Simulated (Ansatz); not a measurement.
# ClFH₂HfO₂: small, medium and large basis sets

The task here is to estimate one member of a computed series from the others.

Program: Ansatz 0.2.0, Gaussian basis. Level of theory: one geometry, several basis sets. These are calculated values, not measurements.

The runs, in order: PBE0-D4/def2-SVP; ωB97M-V/def2-SVP; PBE0-D4/def2-QZVPP; ωB97M-V/def2-QZVPP; the functionals' def2-TZVPP values are taken from earlier runs.

### Structure used throughout

The geometry comes from an earlier relaxation with PBE0-D4 in a triple-zeta def2 set; it is a stationary point, not always the lowest conformer. Hf takes the def2 core potential; no spin-orbit term is included.

SMILES `[OH][Hf]([OH])([F])[Cl]`, 7 atoms, charge 0, spin multiplicity 1.

Atoms are counted from 1 here; the program's logs count them from 0.

Bond lengths: O1–Hf2 1.903 Å, O1–H6 0.951 Å, Hf2–O3 1.903 Å, Hf2–F4 1.909 Å, Hf2–Cl5 2.365 Å, O3–H7 0.951 Å. Angles: Hf2–O1–H6 171.6°, O1–Hf2–O3 111.5°, O1–Hf2–F4 108.5°, O1–Hf2–Cl5 109.5°, O3–Hf2–F4 108.5°, O3–Hf2–Cl5 109.5°, F4–Hf2–Cl5 109.3°, Hf2–O3–H7 172.0°.

Geometry (Å):

```xyz
7

O     0.16826    1.10303    1.26286
Hf   -0.10625   -0.41162    0.14322
O     0.37803   -0.04194   -1.65996
F     0.98585   -1.84073    0.78166
Cl   -2.37886   -1.06130    0.23460
H     0.35565    1.92238    1.70816
H     0.65854    0.26218   -2.51644
```

Set-up of the first run:

Contents of in.yaml:

```yaml
crystal:
  periodic: [false, false, false]
  atoms:
    - {symbol: O, position_ang: [0.168258, 1.103026, 1.262863]}
    - {symbol: Hf, position_ang: [-0.106249, -0.411616, 0.143218]}
    - {symbol: O, position_ang: [0.378026, -0.041937, -1.659965]}
    - {symbol: F, position_ang: [0.985847, -1.840728, 0.781662]}
    - {symbol: Cl, position_ang: [-2.378864, -1.061303, 0.234602]}
    - {symbol: H, position_ang: [0.355646, 1.922380, 1.708159]}
    - {symbol: H, position_ang: [0.658537, 0.262178, -2.516437]}
basis:
  gaussian: {orbitals: def2-SVP}
hamiltonian: {xc: pbe0, dispersion: d4}
output: {orbitals: {seedname: orbitals}}
```

Started as:

```
> ansatz run in.yaml --threads 2 --pin off --events-out ev --progress --plain --max-ram 32768MiB --backend cpu
```

Among the steps run: PBE0-D4 in def2-SVP; ωB97M-V in def2-SVP; PBE0-D4 in def2-QZVPP; ωB97M-V in def2-QZVPP.

One of the session's tables, all rows but one given; the rest of the session is left out.

It belongs to the step «Density functionals: the series». 

| functional | basis | HOMO (eV) |
| --- | --- | --- |
| PBE0-D4 | def2-SVP | -8.88 |
| PBE0-D4 | def2-TZVPP | -9.01 |
| PBE0-D4 | def2-QZVPP | -9.06 |
| ωB97M-V | def2-SVP | ? |
| ωB97M-V | def2-TZVPP | -11.29 |
| ωB97M-V | def2-QZVPP | -11.35 |

Estimate the missing values for ωB97M-V, def2-SVP.

The run gave: HOMO (eV): -11.12. In the column «HOMO (eV)» it lies between ωB97M-V, def2-TZVPP (-11.29) and PBE0-D4, def2-QZVPP (-9.06).
